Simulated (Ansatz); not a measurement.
# SiF3+ (singlet): the correlation ladder, cc-pVDZ

The task here is to estimate one member of a computed series from the others.

Computed with Ansatz 0.2.0, Gaussian basis. Level: cc-pVDZ, core rule «outside noble gas», up to 8 orbitals frozen.

To be run: UHF; CCSD(T) on RHF; BCCD(T) on RHF; CISD; CCSDT(Q) on RHF.

10 further runs of the same task are left out: 5 for a known fault of the program, 1 that didn't finish, 4 set aside as unsound or not needed.

## The system

The geometry is a PBE0/def2-TZVP stationary point (not a proven minimum) of the parent state, kept for this charge and spin.

4 atoms, charge 1, spin multiplicity 1.

Atoms are counted from 1 here; the program's logs count them from 0.

Bond lengths: Si1–F2 1.581 Å, Si1–F3 1.581 Å, Si1–F4 1.581 Å. Angles: F2–Si1–F3 107.9°, F2–Si1–F4 107.9°, F3–Si1–F4 107.9°.

Coordinates:

```xyz
4
charge 1, multiplicity 1
Si    0.00112   -0.00046   -0.37914
F     1.47572    0.01228    0.19117
F    -0.74912    1.27270    0.18307
F    -0.72826   -1.28429    0.18625
```

Set-up of the first run:

in.yaml

```yaml
crystal:
  periodic: [false, false, false]
  atoms:
    - {symbol: Si, position_ang: [0.001118, -0.000463, -0.379139]}
    - {symbol: F, position_ang: [1.475722, 0.012276, 0.191165]}
    - {symbol: F, position_ang: [-0.749117, 1.272698, 0.183069]}
    - {symbol: F, position_ang: [-0.728258, -1.284291, 0.186250]}
basis:
  gaussian: {orbitals: cc-pVDZ}
total_charge: 1
magnetization: {spin_polarized: true, initial_magnetization: 0}
hamiltonian: {xc: hf}
output: {orbitals: {seedname: orbitals}}
```

On the command line:

```bash
$ ansatz run in.yaml --threads 1 --pin off --events-out ev --progress --plain --max-ram 4096MiB --backend cpu
```

Among the steps run: UHF; CCSD(T) on RHF; BCCD(T) on RHF; CISD; CCSDT(Q) on RHF.

One table of the session follows, with a row left open; its other results are not shown here.

| method | from RCCSDT(Q) (meV) |
| --- | --- |
| RHF | +18276.0 |
| RMP2 | +448.7 |
| CISD | +2405.3 |
| RCCSD | ? |
| RCCSD(T) | +72.2 |
| BCCD(T) | +58.8 |
| RCCSDT | +51.6 |
| RCCSDT(Q) | 0 |

**Question.** Estimate the row for RCCSD.

As computed: from RCCSDT(Q) (meV): +452.9. In the column «from RCCSDT(Q) (meV)» it lies between RMP2 (+448.7) and CISD (+2405.3).
